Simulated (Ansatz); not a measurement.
**CH₂BF₃O₂Te: one species, many methods**

An exercise on one series of results from a longer session: the logs are not shown, and one member is left open.

Computed with Ansatz 0.2.0, Gaussian basis. Level: functionals in def2-TZVPP, the program's frozen cores in correlated methods.

The runs, in order: PBE-D4, r2SCAN-D4, PBE0-D4, B3LYP-D4, ωB97X-V, ωB97M-V, B2PLYP; CCSD(T)/def2-TZVPP; MP2/def2-QZVPP; extrapolation to the limit.

## Structure used throughout

All runs share one geometry, relaxed beforehand with PBE0-D4 in a triple-zeta def2 set. Te takes the def2 core potential; no spin-orbit term is included.

SMILES `OB(O)[Te]C(F)(F)F`, 10 atoms, charge 0, spin multiplicity 1.

Atoms are counted from 1 here; the program's logs count them from 0.

Bond lengths: O1–B2 1.351 Å, O1–H9 0.961 Å, B2–O3 1.352 Å, B2–Te4 2.196 Å, O3–H10 0.963 Å, Te4–C5 2.172 Å, C5–F6 1.330 Å, C5–F7 1.334 Å, C5–F8 1.353 Å. Angles: B2–O1–H9 115.7°, O1–B2–O3 121.2°, O1–B2–Te4 125.4°, O3–B2–Te4 113.3°, B2–O3–H10 112.5°, B2–Te4–C5 94.7°, Te4–C5–F6 110.2°, Te4–C5–F7 112.9°, Te4–C5–F8 112.4°, F6–C5–F7 107.7°, F6–C5–F8 107.2°, F7–C5–F8 106.2°.

The first run:

Contents of in.yaml:

```yaml
crystal:
  periodic: [false, false, false]
  atoms:
    - {symbol: O, position_ang: [1.233044, 0.209610, 1.090138]}
    - {symbol: B, position_ang: [0.178516, 1.030774, 0.895204]}
    - {symbol: O, position_ang: [0.091482, 2.222715, 1.527504]}
    - {symbol: Te, position_ang: [-1.540954, 0.607807, -0.404355]}
    - {symbol: C, position_ang: [-0.643112, -1.143723, -1.322246]}
    - {symbol: F, position_ang: [-1.577670, -1.881996, -1.914463]}
    - {symbol: F, position_ang: [0.273222, -0.836710, -2.241555]}
    - {symbol: F, position_ang: [-0.020832, -1.936070, -0.419894]}
    - {symbol: H, position_ang: [1.176273, -0.649102, 0.662861]}
    - {symbol: H, position_ang: [0.830030, 2.376685, 2.126807]}
basis:
  gaussian: {orbitals: def2-TZVPP}
hamiltonian: {xc: pbe, dispersion: d4}
output: {forces: true, orbitals: {seedname: orbitals}}
```

Started as:

```console
$ ansatz run in.yaml --threads 2 --pin off --events-out ev --progress --plain --max-ram 22528MiB --backend cuda --devices 0, --max-vram 18GiB
```

Among the steps run: PBE-D4 (GGA); r2SCAN-D4 (meta-GGA); PBE0-D4 (hybrid); B3LYP-D4 (hybrid); ωB97X-V (range-separated); ωB97M-V (range-separated); B2PLYP (double hybrid); CCSD(T) in def2-TZVPP; MP2 in def2-QZVPP.

One table of the session follows, with a row left open; its other results are not shown here.

```
            method  atomisation energy (kJ/mol)
            PBE-D4                       4191.7
         r2SCAN-D4                       4043.0
           PBE0-D4                       4016.7
          B3LYP-D4                       3978.6
           ωB97X-V                       4012.6
           ωB97M-V                       4015.5
            B2PLYP                       3949.3
     HF/def2-TZVPP                       2658.3
    MP2/def2-TZVPP                       4070.6
   CCSD/def2-TZVPP                       3774.9
CCSD(T)/def2-TZVPP                       3874.8
           MP2/CBS                            ?
       CCSD(T)/CBS                       4013.5
```

**Question.** Estimate the row for MP2/CBS.

As computed: atomisation energy (kJ/mol): 4209.3. In the column «atomisation energy (kJ/mol)» it is the highest.
